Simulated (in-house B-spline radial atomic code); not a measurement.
**Tl³⁺: ionisation energy by several methods**

One table from this session's results is given with a row withheld; the runs are named, their logs left out.

Program: in-house B-spline radial atomic code version 1. Level of theory: scalar-relativistic (X2C), several functionals, spin-polarised, exact exchange averaged over the configuration; spherical all-electron atom at the radial basis limit. These are calculated values, not measurements, unless marked.

## Starting point

```
element       : thallium (Z = 81)
charge        : +3
electrons     : 78
configuration : [Xe] 4f14 5d10
nucleus       : Fermi, rms radius 5.476 fm
```

The outer shells:

[Xe] 4f14 5d10
```
[Xe] core
4f [↑↓][↑↓][↑↓][↑↓][↑↓][↑↓][↑↓]
5d [↑↓][↑↓][↑↓][↑↓][↑↓]
```

Where spins are not typed, each open shell is filled with up spins first.

The first run:

The run's settings:

```ini
Z = 81
electrons = 78.0
configuration = [Xe] 4f14 5d10
hamiltonian = x2c
method = b3lyp
spin_polarised = True
nucleus = fermi
rms_radius = 5.4759
mass_number = 205
atomic_mass = 204.974427318
speed_of_light = 137.035999084
exact_exchange = averaged over the configuration
```

Launch:

```bash
python run_scf.py task.json out
```

One command runs all members of the session, one after another, from task.json.

Among the steps run: B3LYP; B97-1; PBE0; BHandHLYP; CAM-B3LYP.

One table of the session follows, with a row left open; its other results are not shown here.

| method | ΔSCF (eV) |
| --- | --- |
| B3LYP | 51.563 |
| B97-1 | 51.486 |
| PBE0 | ? |
| BHandHLYP | 51.341 |
| CAM-B3LYP | 51.478 |

Q: Estimate the row for PBE0 from the others.

The run gave: ΔSCF (eV): 51.521. In the column «ΔSCF (eV)» it lies between B97-1 (51.486) and B3LYP (51.563).

Caveats from the session: Relativistic terms that these runs lack can be as large as the gaps between close methods, so the nearest may be so by luck. Spin-orbit coupling is left out.
